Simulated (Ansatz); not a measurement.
# CH₆OSSi₂: up Jacob's ladder to CCSD(T)

Aim: compute CH₆OSSi₂ with functionals from several rungs and with coupled cluster, and see how far each lands from CCSD(T) at the basis-set limit for the atomisation energy.

Computed with Ansatz 0.2.0, Gaussian basis. Level: functionals in def2-TZVPP, the program's frozen cores in correlated methods.

The runs, in order: PBE-D4, r2SCAN-D4, PBE0-D4, B3LYP-D4, ωB97X-V, ωB97M-V, B2PLYP; CCSD(T)/def2-TZVPP; MP2/def2-QZVPP; extrapolation to the limit.

## Step 1: Structure used throughout

All runs share one geometry, relaxed beforehand with PBE0-D4 in a triple-zeta def2 set.

SMILES `[SiH3]OC1[SiH2]S1`, 11 atoms, charge 0, spin multiplicity 1.

Atoms are counted from 1 here; the program's logs count them from 0.

Bond lengths: Si1–O2 1.652 Å, Si1–H6 1.479 Å, Si1–H7 1.488 Å, Si1–H8 1.489 Å, O2–C3 1.389 Å, C3–Si4 1.866 Å, C3–S5 1.851 Å, C3–H9 1.090 Å, Si4–S5 2.089 Å, Si4–H10 1.481 Å, Si4–H11 1.478 Å. Angles: O2–Si1–H6 106.1°, O2–Si1–H7 111.0°, O2–Si1–H8 109.8°, H6–Si1–H7 110.5°, H6–Si1–H8 111.2°, H7–Si1–H8 108.3°, Si1–O2–C3 120.8°, O2–C3–Si4 121.9°, O2–C3–S5 114.5°, O2–C3–H9 112.7°, Si4–C3–S5 68.4°, Si4–C3–H9 119.9°, S5–C3–H9 110.5°, C3–Si4–S5 55.5°, C3–Si4–H10 121.4°, C3–Si4–H11 117.5°, S5–Si4–H10 119.2°, S5–Si4–H11 118.1° and more.

## Step 2: PBE-D4 (GGA)

The input, in.yaml:

```yaml
crystal:
  periodic: [false, false, false]
  atoms:
    - {symbol: Si, position_ang: [-1.164115, -1.139396, 0.921444]}
    - {symbol: O, position_ang: [-0.300869, 0.256181, 1.115305]}
    - {symbol: C, position_ang: [0.843773, 0.495254, 0.365431]}
    - {symbol: Si, position_ang: [0.759021, 0.999372, -1.428989]}
    - {symbol: S, position_ang: [1.253684, 2.286111, 0.140549]}
    - {symbol: H, position_ang: [-2.349911, -1.013336, 1.796488]}
    - {symbol: H, position_ang: [-0.353539, -2.324724, 1.310668]}
    - {symbol: H, position_ang: [-1.561022, -1.292206, -0.505394]}
    - {symbol: H, position_ang: [1.710307, -0.051457, 0.736359]}
    - {symbol: H, position_ang: [1.809727, 0.599886, -2.392549]}
    - {symbol: H, position_ang: [-0.581455, 1.127314, -2.038712]}
basis:
  gaussian: {orbitals: def2-TZVPP}
hamiltonian: {xc: pbe, dispersion: d4}
output: {forces: true, orbitals: {seedname: orbitals}}
```

The run is started by

```sh
$ ansatz run in.yaml --threads 4 --pin off --events-out ev --progress --plain --max-ram 10444MiB
```

The program printed (excerpt; [...] marks lines left out):

```text
Functional definition: PBE
  name "PBE"
  cite "Perdew, Burke & Ernzerhof, Phys. Rev. Lett. 77, 3865 (1996) doi:10.1103/PhysRevLett.77.3865"
  parent pbe
[...]
1545 factors; their error is unknown
[...]
mean field -29758.34316280 eV, -1093.5989403036 hartree, gradient 2.5e-5 eV, S^2 0.000000; 0 other end points of the search recorded, 0 dependent functions left out
[...]
reference -29758.34321033 eV, -1093.5989420502 hartree; 32, 32 occupied and 240, 240 virtual orbitals, 1545 factors
Total energy: -29758.64979774 eV, -1093.6102089295 hartree
Atom 0 at    -1.164115    -1.139396     0.921444 Å, force    -0.173916    -0.303241    -0.053723 eV/Å
Atom 1 at    -0.300869     0.256181     1.115305 Å, force    -0.175656     0.331187     0.356666 eV/Å
Atom 2 at     0.843773     0.495254     0.365431 Å, force     0.175046    -0.086874    -0.048853 eV/Å
Atom 3 at     0.759021     0.999372    -1.428989 Å, force    -0.035368    -0.084460    -0.294772 eV/Å
Atom 4 at     1.253684     2.286111     0.140549 Å, force     0.141380     0.451456     0.171139 eV/Å
Atom 5 at    -2.349911    -1.013336     1.796488 Å, force    -0.125219     0.020431     0.099867 eV/Å
Atom 6 at    -0.353539    -2.324724     1.310668 Å, force     0.078904    -0.143009     0.042966 eV/Å
Atom 7 at    -1.561022    -1.292206    -0.505394 Å, force    -0.047799    -0.026249    -0.157657 eV/Å
Atom 8 at     1.710307    -0.051457     0.736359 Å, force     0.194713    -0.132774     0.073686 eV/Å
Atom 9 at     1.809727     0.599886    -2.392549 Å, force     0.126752    -0.039255    -0.122280 eV/Å
Atom 10 at    -0.581455     1.127314    -2.038712 Å, force    -0.158837     0.012787    -0.067040 eV/Å
Dipole moment:     0.000294    -0.318107    -0.229439 e Å
```

Run time: 3.5 s. Hardware: 4 threads of Arm Neoverse V1, shared host; peak memory 0.42 GiB.

Atomisation energy: 892.8 kcal/mol (free atoms -29719.936 eV, run apart). HOMO -6.07 eV, LUMO -1.41 eV.

## Step 3: r2SCAN-D4 (meta-GGA)

Edit in.yaml of step 2 so:

```diff
@@ -16,3 +16,3 @@
   gaussian: {orbitals: def2-TZVPP}
-hamiltonian: {xc: pbe, dispersion: d4}
+hamiltonian: {xc: r2scan, dispersion: d4}
 output: {forces: true, orbitals: {seedname: orbitals}}
```

The command is unchanged.

The program printed (excerpt; [...] marks lines left out):

```text
Functional definition: r2SCAN
  name "r2SCAN"
  cite "Furness, Kaplan, Ning, Perdew & Sun, J. Phys. Chem. Lett. 11, 8208 (2020) doi:10.1021/acs.jpclett.0c02405"
  cite "Furness, Kaplan, Ning, Perdew & Sun, J. Phys. Chem. Lett. 11, 9248 (2020) doi:10.1021/acs.jpclett.0c03077"
  parent r2scan
[...]
1545 factors; their error is unknown
[...]
mean field -29771.10099333 eV, -1094.0677819279 hartree, gradient 1.3e-5 eV, S^2 0.000000; 0 other end points of the search recorded, 0 dependent functions left out
[...]
reference -29771.10100776 eV, -1094.0677824581 hartree; 32, 32 occupied and 240, 240 virtual orbitals, 1545 factors
Total energy: -29771.17537717 eV, -1094.0705154837 hartree
Atom 0 at    -1.164115    -1.139396     0.921444 Å, force    -0.051162    -0.076063    -0.003371 eV/Å
Atom 1 at    -0.300869     0.256181     1.115305 Å, force    -0.236720     0.013572     0.192752 eV/Å
Atom 2 at     0.843773     0.495254     0.365431 Å, force     0.224849    -0.166912    -0.134778 eV/Å
Atom 3 at     0.759021     0.999372    -1.428989 Å, force    -0.021607    -0.017338    -0.119211 eV/Å
Atom 4 at     1.253684     2.286111     0.140549 Å, force     0.065402     0.237692     0.025614 eV/Å
Atom 5 at    -2.349911    -1.013336     1.796488 Å, force     0.030790    -0.006608    -0.022134 eV/Å
Atom 6 at    -0.353539    -2.324724     1.310668 Å, force    -0.018850     0.019349    -0.009875 eV/Å
Atom 7 at    -1.561022    -1.292206    -0.505394 Å, force     0.006264    -0.003415     0.030389 eV/Å
Atom 8 at     1.710307    -0.051457     0.736359 Å, force    -0.004722    -0.003659     0.026224 eV/Å
Atom 9 at     1.809727     0.599886    -2.392549 Å, force    -0.008690     0.007746     0.003344 eV/Å
Atom 10 at    -0.581455     1.127314    -2.038712 Å, force     0.014447    -0.004362     0.011047 eV/Å
Dipole moment:    -0.001130    -0.338449    -0.250546 e Å
```

Wall time 7 s (4 threads of Arm Neoverse V1, shared host); peak memory 0.45 GiB.

Atomisation energy: 886.8 kcal/mol (free atoms -29732.721 eV, run apart). HOMO -6.31 eV, LUMO -1.15 eV.

## Step 4: PBE0-D4 (hybrid)

Edit in.yaml of step 3 so:

```diff
@@ -16,3 +16,3 @@
   gaussian: {orbitals: def2-TZVPP}
-hamiltonian: {xc: r2scan, dispersion: d4}
-output: {forces: true, orbitals: {seedname: orbitals}}
+hamiltonian: {xc: pbe0, dispersion: d4}
+output: {orbitals: {seedname: orbitals}}
```

Same command.

The program printed:

```text
Functional definition: PBE0
  name "PBE0"
  cite "Adamo & Barone, J. Chem. Phys. 110, 6158 (1999) doi:10.1063/1.478522"
  cite "Perdew, Burke & Ernzerhof, Phys. Rev. Lett. 77, 3865 (1996) doi:10.1103/PhysRevLett.77.3865"
  parent pbe
  parameter a = 0.25
  parameter kappa = 0.804
  parameter beta = 0.06672455060314922
  exchange = (1 - a)*pbe_x(kappa = kappa, mu = beta*pi^2/3) + a*exact_x
  correlation = pbe_c(beta = beta)
1582 factors; their error is unknown
mean field evaluation 1: about -29755.7127 eV, gradient 5.1e1 eV
mean field evaluation 2: about -29742.4990 eV, gradient 9.4e1 eV
mean field evaluation 4: about -29760.8403 eV, gradient 4.8e0 eV
mean field evaluation 8: about -29760.8839 eV, gradient 5.7e-2 eV
mean field evaluation 16: about -29760.9272 eV, gradient 4.7e-5 eV
mean field -29760.92719912 eV, -1093.6939018869 hartree, gradient 4.7e-5 eV, S^2 0.000000; 0 other end points of the search recorded, 0 dependent functions left out
reference -29760.92723494 eV, -1093.6939032031 hartree; 32, 32 occupied and 240, 240 virtual orbitals, 1582 factors
Total energy: -29761.18883197 eV, -1093.7035167166 hartree
```

It took 4.8 s on 4 threads of Arm Neoverse V1, shared host; peak memory 0.83 GiB.

Atomisation energy: 878.9 kcal/mol (free atoms -29723.076 eV, run apart). HOMO -7.24 eV, LUMO -0.59 eV.

## Step 5: B3LYP-D4 (hybrid)

B3LYP here takes the VWN-RPA correlation.

Edit in.yaml of step 4 so:

```diff
@@ -16,3 +16,3 @@
   gaussian: {orbitals: def2-TZVPP}
-hamiltonian: {xc: pbe0, dispersion: d4}
-output: {orbitals: {seedname: orbitals}}
+hamiltonian: {xc: {name: B3LYP}, dispersion: d4}
+output: {forces: true, orbitals: {seedname: orbitals}}
```

Launched as before.

The program printed (excerpt; [...] marks lines left out):

```text
Functional definition: B3LYP
  name "B3LYP"
  cite "Stephens, Devlin, Chabalowski & Frisch, J. Phys. Chem. 98, 11623 (1994) doi:10.1021/j100096a001"
  cite "Becke, Phys. Rev. A 38, 3098 (1988) doi:10.1103/PhysRevA.38.3098"
  cite "Lee, Yang & Parr, Phys. Rev. B 37, 785 (1988) doi:10.1103/PhysRevB.37.785"
  cite "Vosko, Wilk & Nusair, Can. J. Phys. 58, 1200 (1980) doi:10.1139/p80-159"
[...]
1563 factors; their error is unknown
[...]
mean field -29776.56404917 eV, -1094.2685455271 hartree, gradient 3.8e-5 eV, S^2 0.000000; 0 other end points of the search recorded, 0 dependent functions left out
[...]
reference -29776.56434809 eV, -1094.2685565120 hartree; 32, 32 occupied and 240, 240 virtual orbitals, 1563 factors
Total energy: -29777.06269305 eV, -1094.2868703516 hartree
Atom 0 at    -1.164115    -1.139396     0.921444 Å, force    -0.152175    -0.151676     0.030346 eV/Å
Atom 1 at    -0.300869     0.256181     1.115305 Å, force    -0.199889    -0.048686     0.142450 eV/Å
Atom 2 at     0.843773     0.495254     0.365431 Å, force     0.314179    -0.188549    -0.093396 eV/Å
Atom 3 at     0.759021     0.999372    -1.428989 Å, force    -0.062822    -0.099171    -0.265090 eV/Å
Atom 4 at     1.253684     2.286111     0.140549 Å, force     0.116464     0.406471     0.107141 eV/Å
Atom 5 at    -2.349911    -1.013336     1.796488 Å, force     0.070950    -0.018009    -0.060287 eV/Å
Atom 6 at    -0.353539    -2.324724     1.310668 Å, force    -0.052183     0.070037    -0.028266 eV/Å
Atom 7 at    -1.561022    -1.292206    -0.505394 Å, force     0.023307     0.001943     0.097915 eV/Å
Atom 8 at     1.710307    -0.051457     0.736359 Å, force    -0.080450     0.026060    -0.014678 eV/Å
Atom 9 at     1.809727     0.599886    -2.392549 Å, force    -0.078423     0.019625     0.052865 eV/Å
Atom 10 at    -0.581455     1.127314    -2.038712 Å, force     0.101040    -0.018046     0.031000 eV/Å
Dipole moment:     0.002833    -0.339975    -0.277948 e Å
```

Run time: 7.5 s. Hardware: 4 threads of Arm Neoverse V1, shared host; peak memory 0.91 GiB.

Atomisation energy: 879.5 kcal/mol (free atoms -29738.923 eV, run apart). HOMO -6.99 eV, LUMO -0.79 eV.

## Step 6: ωB97X-V (range-separated)

Edit in.yaml of step 5 so:

```diff
@@ -16,3 +16,3 @@
   gaussian: {orbitals: def2-TZVPP}
-hamiltonian: {xc: {name: B3LYP}, dispersion: d4}
-output: {forces: true, orbitals: {seedname: orbitals}}
+hamiltonian: {xc: {name: wB97X-V}}
+output: {orbitals: {seedname: orbitals}}
```

Same command.

The program printed (excerpt; [...] marks lines left out):

```text
Functional definition: wB97X-V
  name "wB97X-V"
  cite "Mardirossian & Head-Gordon, Phys. Chem. Chem. Phys. 16, 9904 (2014) doi:10.1039/C3CP54374A"
  cite "Becke, J. Chem. Phys. 107, 8554 (1997) doi:10.1063/1.475007"
  cite "Vydrov & Van Voorhis, J. Chem. Phys. 133, 244103 (2010) doi:10.1063/1.3521275"
[...]
      + integral(e_c_pw_opposite_spin*poly(b97_u_opposite, cos0, cos1)) + vv10(b, c)
1558 factors; their error is unknown
340 factors; integrals over basis functions are off by at most 1.1e-5 eV
[...]
mean field -29769.80557271 eV, -1094.0201760981 hartree, gradient 3.2e-5 eV, S^2 0.000000; 0 other end points of the search recorded, 0 dependent functions left out
reference -29769.80557033 eV, -1094.0201760105 hartree; 32, 32 occupied and 240, 240 virtual orbitals, 1558 factors
Total energy: -29769.80557033 eV, -1094.0201760105 hartree
```

Run time: 12 s. Hardware: 4 threads of Arm Neoverse V1, shared host; peak memory 0.99 GiB.

Atomisation energy: 890.4 kcal/mol (free atoms -29731.193 eV, run apart). HOMO -9.55 eV, LUMO 1.41 eV.

## Step 7: ωB97M-V (range-separated)

Edit in.yaml of step 6 so:

```diff
@@ -16,3 +16,3 @@
   gaussian: {orbitals: def2-TZVPP}
-hamiltonian: {xc: {name: wB97X-V}}
-output: {orbitals: {seedname: orbitals}}
+hamiltonian: {xc: {name: wB97M-V}}
+output: {forces: true, orbitals: {seedname: orbitals}}
```

Launched as before.

The program printed (excerpt; [...] marks lines left out):

```text
Functional definition: wB97M-V
  name "wB97M-V"
  cite "Mardirossian & Head-Gordon, J. Chem. Phys. 144, 214110 (2016) doi:10.1063/1.4952647"
  cite "Becke, J. Chem. Phys. 107, 8554 (1997) doi:10.1063/1.475007"
  cite "Vydrov & Van Voorhis, J. Chem. Phys. 133, 244103 (2010) doi:10.1063/1.3521275"
  # Of w^i u^j: cxij and so on, Table III.
[...]
  gx(w, u) = 1 - cx + cx01*u + cx10*w
  gss(w, u) = css00 + css04*u^4 + css10*w + css20*w^2 + css43*w^4*u^3
  gos(w, u) = cos00 + cos10*w + (cos20 + cos21*u)*w^2 + (cos60 + cos61*u)*w^6
[...]
      + integral(e_c_pw_mod_opposite_spin*gos(b97_w_opposite, b97_u_opposite)) + vv10(b, c)
1558 factors; their error is unknown
340 factors; integrals over basis functions are off by at most 1.1e-5 eV
[...]
Atom 1 at    -0.300869     0.256181     1.115305 Å, force    -0.240279    -0.006572     0.148042 eV/Å
Atom 2 at     0.843773     0.495254     0.365431 Å, force     0.366917    -0.047900    -0.213482 eV/Å
Atom 3 at     0.759021     0.999372    -1.428989 Å, force    -0.044536    -0.050806    -0.136755 eV/Å
Atom 4 at     1.253684     2.286111     0.140549 Å, force     0.005493     0.065920     0.018817 eV/Å
Atom 5 at    -2.349911    -1.013336     1.796488 Å, force     0.143075    -0.022616    -0.113952 eV/Å
Atom 6 at    -0.353539    -2.324724     1.310668 Å, force    -0.088575     0.136217    -0.051252 eV/Å
Atom 7 at    -1.561022    -1.292206    -0.505394 Å, force     0.049807     0.016817     0.151454 eV/Å
Atom 8 at     1.710307    -0.051457     0.736359 Å, force    -0.089298     0.047690    -0.027584 eV/Å
Atom 9 at     1.809727     0.599886    -2.392549 Å, force    -0.137960     0.042124     0.125691 eV/Å
Atom 10 at    -0.581455     1.127314    -2.038712 Å, force     0.165143    -0.020742     0.076786 eV/Å
Dipole moment:     0.007871    -0.333609    -0.292023 e Å
```

Wall time 17 s (4 threads of Arm Neoverse V1, shared host); peak memory 1.1 GiB.

With the free atoms at this level, -29733.445 eV in sum, the atomisation energy is 887.2 kcal/mol. HOMO -9.41 eV, LUMO 1.15 eV.

## Step 8: B2PLYP (double hybrid)

Edit in.yaml of step 7 so:

```diff
@@ -16,3 +16,2 @@
   gaussian: {orbitals: def2-TZVPP}
-hamiltonian: {xc: {name: wB97M-V}}
-output: {forces: true, orbitals: {seedname: orbitals}}
+hamiltonian: {xc: {name: B2PLYP}}
```

Launched as before.

The program printed (excerpt; [...] marks lines left out):

```text
Functional definition: B2PLYP
  name "B2PLYP"
  cite "Grimme, J. Chem. Phys. 124, 034108 (2006) doi:10.1063/1.2148954"
  cite "Becke, Phys. Rev. A 38, 3098 (1988) doi:10.1103/PhysRevA.38.3098"
  cite "Lee, Yang & Parr, Phys. Rev. B 37, 785 (1988) doi:10.1103/PhysRevB.37.785"
[...]
1581 factors; integrals over basis functions are off by at most 1.0e-3 eV
[...]
mean field -29755.13133695 eV, -1093.4809078804 hartree, gradient 2.0e-6 eV, S^2 0.000000; 0 other end points of the search recorded, 0 dependent functions left out
17 core orbitals not correlated: weight in the atoms' cores, before any rotation towards them, 1.000 or more for the frozen orbitals, at most 0.000 for the correlated occupied ones
reference -29755.13152621 eV, -1093.4809148356 hartree; 15, 15 occupied and 240, 240 virtual orbitals, 1581 factors
second order -27.37514829 eV of doubles, -0.00000000 eV of singles
Total energy: -29762.52281625 eV, -1093.7525397345 hartree
```

Run time: 8.5 s. Hardware: 4 threads of Arm Neoverse V1, shared host; peak memory 0.77 GiB.

Atomisation energy: 869.0 kcal/mol (free atoms -29724.839 eV, run apart).

## Step 9: Orbital energies across the functionals

Dipoles come from the runs that computed forces. Levels are read from the orbital files that the runs wrote:

```csv
functional,HOMO (eV),LUMO (eV),gap (eV),dipole (D)
PBE-D4,-6.07,-1.41,4.66,1.88
r2SCAN-D4,-6.31,-1.15,5.16,2.02
PBE0-D4,-7.24,-0.59,6.65,
B3LYP-D4,-6.99,-0.79,6.21,2.11
ωB97X-V,-9.55,1.41,10.96,
ωB97M-V,-9.41,1.15,10.56,2.13
```

## Step 10: CCSD(T) in def2-TZVPP

Edit in.yaml of step 8 so:

```diff
@@ -16,2 +16,2 @@
   gaussian: {orbitals: def2-TZVPP}
-hamiltonian: {xc: {name: B2PLYP}}
+correlation: {method: ccsd_t}
```

The command is unchanged.

The program printed (excerpt; [...] marks lines left out):

```text
Functional definition: HF
  name "HF"
  cite "Fock, Z. Phys. 61, 126 (1930) doi:10.1007/BF01340294"
  parent pbe
[...]
1581 factors; integrals over basis functions are off by at most 1.0e-3 eV
[...]
mean field -29707.05292106 eV, -1091.7140586854 hartree, gradient 1.6e-6 eV, S^2 0.000000; 0 other end points of the search recorded, 0 dependent functions left out
17 core orbitals not correlated: weight in the atoms' cores, before any rotation towards them, 1.000 or more for the frozen orbitals, at most 0.000 for the correlated occupied ones
reference -29707.05292106 eV, -1091.7140586854 hartree; 15, 15 occupied and 240, 240 virtual orbitals, 1581 factors
second order -22.30393132 eV of doubles, -0.00000000 eV of singles
cycle   1  -22.92976976 eV  change   -6.3e-1 eV  update   1.2e-1
[...]
cycle  10  -23.72993012 eV  change    4.6e-6 eV  update   1.5e-5
perturbative correction -1.04262314 eV, -0.0383156939 hartree
Total energy: -29731.82547433 eV, -1092.6244332267 hartree
```

Wall time 3.5 min (4 threads of Arm Neoverse V1, shared host); peak memory 6.6 GiB.

## Step 11: MP2 in def2-QZVPP

Edit in.yaml of step 10 so:

```diff
@@ -15,3 +15,3 @@
 basis:
-  gaussian: {orbitals: def2-TZVPP}
-correlation: {method: ccsd_t}
+  gaussian: {orbitals: "def2-QZVPP.json"}
+correlation: {method: mp2}
```

Same command.

The program printed:

```text
Functional definition: HF
  name "HF"
  cite "Fock, Z. Phys. 61, 126 (1930) doi:10.1007/BF01340294"
  parent pbe
  exchange = exact_x
  correlation = 0
2985 factors; integrals over basis functions are off by at most 7.6e-4 eV
mean field evaluation 1: about -29704.3725 eV, gradient 3.5e1 eV
mean field evaluation 2: about -29704.5928 eV, gradient 3.6e1 eV
mean field evaluation 4: about -29707.9197 eV, gradient 4.7e0 eV
mean field evaluation 8: about -29708.0040 eV, gradient 3.2e-1 eV
mean field -29708.00473614 eV, -1091.7490372443 hartree, gradient 7.8e-6 eV, S^2 0.000000; 0 other end points of the search recorded, 0 dependent functions left out
17 core orbitals not correlated: weight in the atoms' cores, before any rotation towards them, 1.000 or more for the frozen orbitals, at most 0.000 for the correlated occupied ones
reference -29708.00473614 eV, -1091.7490372443 hartree; 15, 15 occupied and 472, 472 virtual orbitals, 2985 factors
second order -24.04677524 eV of doubles, -0.00000000 eV of singles
Total energy: -29732.05151138 eV, -1092.6327399350 hartree
```

Run time: 30 s. Hardware: 4 threads of Arm Neoverse V1, shared host; peak memory 3.4 GiB.

The pieces so far (eV):

```csv
basis,HF,MP2 correlation,CCSD correlation,(T),total
def2-TZVPP,-29707.0529,-22.3039,-23.7299,-1.0426,-29731.8255
def2-QZVPP,-29708.0047,-24.0468,,,-29732.0515 (MP2)
```

The report of the def2-TZVPP run gives T1 = 0.0136.

## Step 12: Extrapolating to the complete basis

This step is arithmetic on the last runs, with X = 3 and 4: exp(−7.88√X) for Hartree-Fock, X^−2.97 for correlation; only MP2 was run in the larger set, so CCSD(T) minus MP2 is added from the smaller one.

```csv
level,energy at the limit (eV)
HF,-29708.1358
MP2,-29733.4736
CCSD,-29734.8996
CCSD(T),-29735.9422
```

## Step 13: All levels against the reference

Free atoms (2 Si, 1 O, 1 C, 1 S, 6 H) were run apart at each level; the atomisation energy is their sum less the molecule, without zero-point or spin-orbit terms.

Differences are taken before rounding.

```csv
method,rung,"atoms, summed (eV)",atomisation energy (kcal/mol),from CCSD(T)/CBS (kcal/mol),time
PBE-D4,GGA,-29719.936,892.8,+8.1,3.5 s
r2SCAN-D4,meta-GGA,-29732.721,886.8,+2.1,7 s
PBE0-D4,hybrid,-29723.076,878.9,-5.8,4.8 s
B3LYP-D4,hybrid,-29738.923,879.5,-5.2,7.5 s
ωB97X-V,range-separated,-29731.193,890.4,+5.7,12 s
ωB97M-V,range-separated,-29733.445,887.2,+2.5,17 s
B2PLYP,double hybrid,-29724.839,869.0,-15.7,8.5 s
HF/def2-TZVPP,wavefunction,-29679.749,629.7,-255.1,
MP2/def2-TZVPP,wavefunction,-29691.623,870.2,-14.6,
CCSD/def2-TZVPP,wavefunction,-29694.267,842.1,-42.6,
CCSD(T)/def2-TZVPP,wavefunction,-29694.664,857.0,-27.8,3.5 min
MP2/CBS,wavefunction,-29694.536,897.9,+13.2,
CCSD(T)/CBS,wavefunction,-29697.577,884.7,0,4 min
```

Among the levels timed on like hardware and quicker than the yardstick, those that no quicker one beats, quickest first: PBE-D4 (3.5 s, +8.1 kcal/mol); PBE0-D4 (4.8 s, -5.8 kcal/mol); r2SCAN-D4 (7 s, +2.1 kcal/mol).

B2PLYP carry no dispersion term (for B3LYP, D4 adds 11.5 kcal/mol).

Times are those of the molecule's run; HF, MP2 and CCSD come out of the CCSD(T) runs, and the limit's time is the sum of the runs that it needs.

## Step 14: Outcome

```
                               quantity                                 value
        atomisation energy, CCSD(T)/CBS                        884.7 kcal/mol
functionals within 4.4 kcal/mol (0.5 %)                    r2SCAN-D4, ωB97M-V
                               farthest               B2PLYP (-15.7 kcal/mol)
             mean size of error, hybrid                          5.5 kcal/mol
    mean size of error, range-separated                          4.1 kcal/mol
              gap, smallest and largest  4.66 eV (PBE-D4), 10.96 eV (ωB97X-V)
                          T1 diagnostic                                0.0136
triples share of the correlation energy                                 4.2 %
```

In words: PBE-D4 is off by +8.1 kcal/mol. Double hybrids carry the basis error of their MP2 part in triple zeta, and no dispersion term here, so their miss is partly the set-up's. The reference freezes the cores and leaves out relativity and excitations past (T), so misses under about 4.4 kcal/mol can't be ranked. Hartree-Fock recovers 71 % of the binding; the rest is correlation. The gap grows from 4.7 to 11.0 eV across the functionals, mostly with the share of exact exchange.

For cost: r2SCAN-D4 gets within 2.1 kcal/mol in 7 s, where CCSD(T)/CBS took 4 min; the quickest level in the cost chart, PBE-D4, takes 3.5 s and misses by 8.1 kcal/mol.
